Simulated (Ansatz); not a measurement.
# CuHS: basis-set convergence

Aim: see how fast density functionals converge with the basis set for CuHS.

The runs use Ansatz 0.2.0, Gaussian basis; one geometry, several basis sets.

The runs, in order: PBE0-D4/def2-SVP; ωB97M-V/def2-SVP; PBE0-D4/def2-QZVPP; ωB97M-V/def2-QZVPP; the functionals' def2-TZVPP values are taken from earlier runs.

### 1 The relaxed structure

All runs share one geometry, relaxed beforehand with PBE0-D4 in a triple-zeta def2 set.

SMILES `[SH][Cu]`, 3 atoms, charge 0, spin multiplicity 1.

Atoms are counted from 1 here; the program's logs count them from 0.

Bond lengths: S1–Cu2 2.117 Å, S1–H3 1.346 Å. Angles: Cu2–S1–H3 93.6°.

### 2 PBE0-D4 in def2-SVP

The input, in.yaml:

```yaml
crystal:
  periodic: [false, false, false]
  atoms:
    - {symbol: S, position_ang: [-0.511943, 0.570502, -0.230251]}
    - {symbol: Cu, position_ang: [1.309461, 0.076512, 0.729643]}
    - {symbol: H, position_ang: [-0.808418, -0.711813, -0.512591]}
basis:
  gaussian: {orbitals: def2-SVP}
hamiltonian: {xc: pbe0, dispersion: d4}
output: {orbitals: {seedname: orbitals}}
```

Further steps of the session: ωB97M-V in def2-SVP; PBE0-D4 in def2-QZVPP; ωB97M-V in def2-QZVPP.

**Question.** What will the summary of the whole plan be? Wanted: PBE0-D4: double and triple zeta above quadruple; ωB97M-V: double and triple zeta above quadruple.

The runs gave:

| quantity | value |
| --- | --- |
| PBE0-D4: double and triple zeta above quadruple | 12.12, 1.51 eV |
| ωB97M-V: double and triple zeta above quadruple | 12.05, 1.47 eV |

**Reading.** For PBE0-D4 the step from double to triple zeta gains 10.60 eV and the next only 1.51 eV. Total energies overstate the basis error of differences, where much of it tends to cancel.
